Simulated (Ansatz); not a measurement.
BH5P2S, SMILES PBSP, a rigid scan of one bond length

With Ansatz 0.2.0 through its Python package.

The cells in order, each with its output:

```python
import ansatz as az
import matplotlib.pyplot as plt
import numpy as np
```

```python
BASIS_SET = "def2-SVP"
FUNCTIONAL = "PBE0"
VDW = "d3bj"
```

```python
geometry_ang = [
    ("P", [0.3042, 2.1956, -0.3895]),
    ("B", [0.8957, 0.5724, 0.3299]),
    ("S", [-0.3184, -0.5929, 1.1955]),
    ("P", [-0.6372, -1.6602, -0.6156]),
    ("H", [-0.872, 1.6171, -1.0928]),
    ("H", [-0.4886, 2.6084, 0.7944]),
    ("H", [2.071, 0.3005, 0.2494]),
    ("H", [-1.4139, -2.7016, 0.0617]),
    ("H", [0.5478, -2.3857, -0.5501]),
]
bh5p2s = az.Crystal.molecule()
for symbol, xyz in geometry_ang:
    bh5p2s = bh5p2s.atom(symbol, xyz)

symbols = [site.symbol for site in bh5p2s.cartesian_sites]
start = np.array([site.position_ang for site in bh5p2s.cartesian_sites])
axis = (start[4] - start[0]) / np.linalg.norm(start[4] - start[0])
moving = [4]
lengths, energies = [1.26, 1.37, 1.49, 1.64, 1.86, 2.23, 2.68, 3.27], []
for length in lengths:
    xyz = start.copy()
    xyz[moving] += (length - np.linalg.norm(start[4] - start[0])) * axis
    point = az.Crystal.molecule()
    for symbol, xyz in zip(symbols, xyz):
        point = point.atom(symbol, xyz.tolist())
    calculation = (
        point.calculation()
        .basis(gaussian=BASIS_SET)
        .functional(FUNCTIONAL, dispersion=VDW)
        .spin("collinear")
    )
    data = calculation.run().report
    energies.append(data["free_energy_ev"])
    print(f"r = {length:6.3f} A  E = {energies[-1]:.5f} eV  <S^2> = {abs(data['mean_field']['state']['spin_squared']):.3f}")

print("energy above the lowest point (eV):", [round(e - min(energies), 3) for e in energies])
plt.figure(figsize=(4.5, 3))
plt.plot(lengths, np.array(energies) - min(energies), "o-")
plt.xlabel("bond length (A)")
plt.ylabel("E - E(min) (eV)")
plt.tight_layout()
plt.savefig("scan.png", dpi=100)
```

    r =  1.260 A  E = -30148.14033 eV  <S^2> = 0.000
    r =  1.370 A  E = -30148.50203 eV  <S^2> = 0.000
    r =  1.490 A  E = -30148.51475 eV  <S^2> = 0.000
    r =  1.640 A  E = -30148.22523 eV  <S^2> = 0.000
    r =  1.860 A  E = -30147.54656 eV  <S^2> = 0.000
    r =  2.230 A  E = -30146.34147 eV  <S^2> = 0.084
    r =  2.680 A  E = -30145.63666 eV  <S^2> = 0.785
    r =  3.270 A  E = -30145.42181 eV  <S^2> = 0.968
    energy above the lowest point (eV): [0.374, 0.013, 0.0, 0.29, 0.968, 2.173, 2.878, 3.093]

Notes:
- Total energies depend on the basis set; only differences at equal settings carry meaning.
- The rest of the molecule is held rigid at a force-field or estimated start geometry, and the basis set is modest; single-reference methods fail as a bond breaks.
- The expectation value of S² is noticeably off S(S+1) in at least one run, so that state is spin-contaminated.
- Wall time of the script: 79 s on 1 thread of AMD EPYC 7R43 64-Core Processor (Zen 3), on a shared host, peak memory 0.4 GiB.

(Lines on the test bed's own set-up are left out of the output.)
